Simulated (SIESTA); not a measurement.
Write the native input for SIESTA 5.4.2 that does the following.

```
Task                : band structure
Functional          : LDA
Potentials or basis : PseudoDojo 0.4 standard with PseudoDojo 3+ lanthanides (4f in the core) (PBE and LDA files)
Basis               : DZP (energy shift 0.003 Ry; two zetas on semicore shells)
Grid cutoff         : 800 Ry
Energy shift        : 0.003 Ry
k mesh              : 9 × 9 × 9
Occupations         : fermi-dirac, width 0.05 eV
Spin                : collinear spin, ferromagnetic start
Starting moments    : [7.0, 0.0] μB
```

Crystal: GdO.

```
Gd O
1.0
     0.00000    2.70000    2.70000
     2.70000    0.00000    2.70000
     2.70000    2.70000    0.00000
Gd O
1 1
Direct
  0.00000 0.00000 0.00000
  0.75000 0.75000 0.75000
```

One way to write it, as run:

GdO.fdf

```
SystemName                      GdO
SystemLabel                     GdO
NumberOfSpecies                 2
NumberOfAtoms                   2
%block ChemicalSpeciesLabel
  1  64 Gd
  2   8 O
%endblock ChemicalSpeciesLabel

LatticeConstant                 1.0 Ang
%block LatticeVectors
     0.0000000000     2.7000000000     2.7000000000
     2.7000000000     0.0000000000     2.7000000000
     2.7000000000     2.7000000000     0.0000000000
%endblock LatticeVectors
AtomicCoordinatesFormat         Fractional
%block AtomicCoordinatesAndAtomicSpecies
     0.0000000000     0.0000000000     0.0000000000  1  Gd
     0.7500000000     0.7500000000     0.7500000000  2  O
%endblock AtomicCoordinatesAndAtomicSpecies

%block kgrid.MonkhorstPack
    9   0   0  0.0
    0   9   0  0.0
    0   0   9  0.0
%endblock kgrid.MonkhorstPack
XC.Functional                   LDA
XC.Authors                      PW92
PAO.BasisSize                   DZP
PAO.EnergyShift                 0.003 Ry
Mesh.Cutoff                     800 Ry
Spin                            polarized
%block DM.InitSpin
    1   7.000
    2   0.000
%endblock DM.InitSpin
OccupationFunction              FD
ElectronicTemperature           0.05 eV
MaxSCFIterations                200
SCF.MustConverge                false
SCF.Mixer.Method                Pulay
SCF.Mixer.Weight                0.1
SCF.Mixer.History               10
SCF.DM.Tolerance                5.0e-05
SCF.H.Tolerance                 1.0e-03 eV
WriteForces                     true
Charge.Mulliken                 end
BandLinesScale                  ReciprocalLatticeVectors
%block BandLines
    1    0.000000   0.000000   0.000000  \Gamma
   12    0.500000   0.000000   0.500000  X
    6    0.500000   0.250000   0.750000  W
    4    0.375000   0.375000   0.750000  K
   13    0.000000   0.000000   0.000000  \Gamma
   11    0.500000   0.500000   0.500000  L
    8    0.625000   0.250000   0.625000  U
    4    0.500000   0.250000   0.750000  W
    9    0.500000   0.500000   0.500000  L
    8    0.375000   0.375000   0.750000  K
    1    0.625000   0.250000   0.625000  U
    4    0.500000   0.000000   0.500000  X
%endblock BandLines
%block SyntheticAtoms
  1
  6 6 5 5
  2.0 0.0 1.0 0.0
%endblock SyntheticAtoms
%block PAO.Basis
  Gd 5
  n=5 0 2
    3.714 0.000
  n=6 0 2
    9.059 0.000
  n=5 1 2
    4.458 0.000
  n=6 1 1
    9.059
  n=5 2 2
    8.412 0.000
%endblock PAO.Basis
```

Potentials or basis: PseudoDojo 0.4 standard with PseudoDojo 3+ lanthanides (4f in the core) (PBE and LDA files), DZP (energy shift 0.003 Ry; two zetas on semicore shells).

Run with:

```sh
$ siesta GdO.fdf > GdO.out 2>&1
```

Results of the run:

```json
{
  "Pressure": "-8.4 GPa",
  "Band gap on the k mesh": "none (metal or under the smearing width)",
  "Net moment": "0.00 μB per cell"
}
```

Caveat: the potentials were made for another functional, which shifts forces and pressure; spin-orbit coupling is left out, which moves the levels of the heavy elements; the 4f electrons are frozen in the core as for a trivalent ion, so they carry no moment and show no levels; the basis of atomic orbitals isn't converged, which shifts pressures, moduli and gaps.

Wall time 3.6 min on 1 thread of Intel(R) Xeon(R) Platinum 8175M CPU @ 2.50GHz (Skylake/Cascade Lake) (shared host), peak memory 0.33 GiB.
